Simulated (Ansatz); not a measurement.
# CF₃NSn: how energies converge with the basis set

Aim: see how fast density functionals converge with the basis set for CF₃NSn.

Program: Ansatz 0.2.0, Gaussian basis. Level of theory: one geometry, several basis sets. These are calculated values, not measurements.

Levels to be run: PBE0-D4/def2-SVP; ωB97M-V/def2-SVP; PBE0-D4/def2-QZVPP; ωB97M-V/def2-QZVPP; the functionals' def2-TZVPP values are taken from earlier runs.

1 further run of the same task is left out (for a known fault of the program).

## 1. The relaxed structure

An earlier PBE0-D4 in a triple-zeta def2 set relaxation fixed the geometry. Sn takes the def2 core potential; no spin-orbit term is included.

SMILES `N#[C][Sn]([F])([F])[F]`, 6 atoms, charge 0, spin multiplicity 1.

Atoms are counted from 1 here; the program's logs count them from 0.

Bond lengths: N1–C2 1.151 Å, C2–Sn3 2.067 Å, Sn3–F4 1.879 Å, Sn3–F5 1.879 Å, Sn3–F6 1.879 Å. Angles: N1–C2–Sn3 179.8°, C2–Sn3–F4 111.3°, C2–Sn3–F5 111.3°, C2–Sn3–F6 111.3°, F4–Sn3–F5 107.6°, F4–Sn3–F6 107.6°, F5–Sn3–F6 107.6°.

## 2. PBE0-D4 in def2-SVP

File in.yaml:

```yaml
crystal:
  periodic: [false, false, false]
  atoms:
    - {symbol: N, position_ang: [1.756244, -1.638914, 1.200683]}
    - {symbol: C, position_ang: [1.003150, -0.938906, 0.684319]}
    - {symbol: Sn, position_ang: [-0.345665, 0.317542, -0.251151]}
    - {symbol: F, position_ang: [-1.763534, -0.650167, -1.014296]}
    - {symbol: F, position_ang: [0.477103, 1.298219, -1.626102]}
    - {symbol: F, position_ang: [-1.085198, 1.548326, 0.960249]}
basis:
  gaussian: {orbitals: def2-SVP}
hamiltonian: {xc: pbe0, dispersion: d4}
output: {orbitals: {seedname: orbitals}}
```

On the command line:

```
ansatz run in.yaml --threads 2 --pin off --events-out ev --progress --plain --max-ram 32768MiB --backend cpu
```

After this run come: ωB97M-V in def2-SVP; PBE0-D4 in def2-QZVPP; ωB97M-V in def2-QZVPP.

**Question.** What will the summary of the whole plan be? Wanted: PBE0-D4: double and triple zeta above quadruple; ωB97M-V: double and triple zeta above quadruple.

The runs gave:

```
                                       quantity           value
PBE0-D4: double and triple zeta above quadruple  14.67, 0.70 eV
ωB97M-V: double and triple zeta above quadruple  14.91, 0.65 eV
```

In words: PBE0-D4 gains 13.97 eV from double to triple zeta, then 0.70 eV more. Total energies overstate the basis error of differences, where much of it tends to cancel.
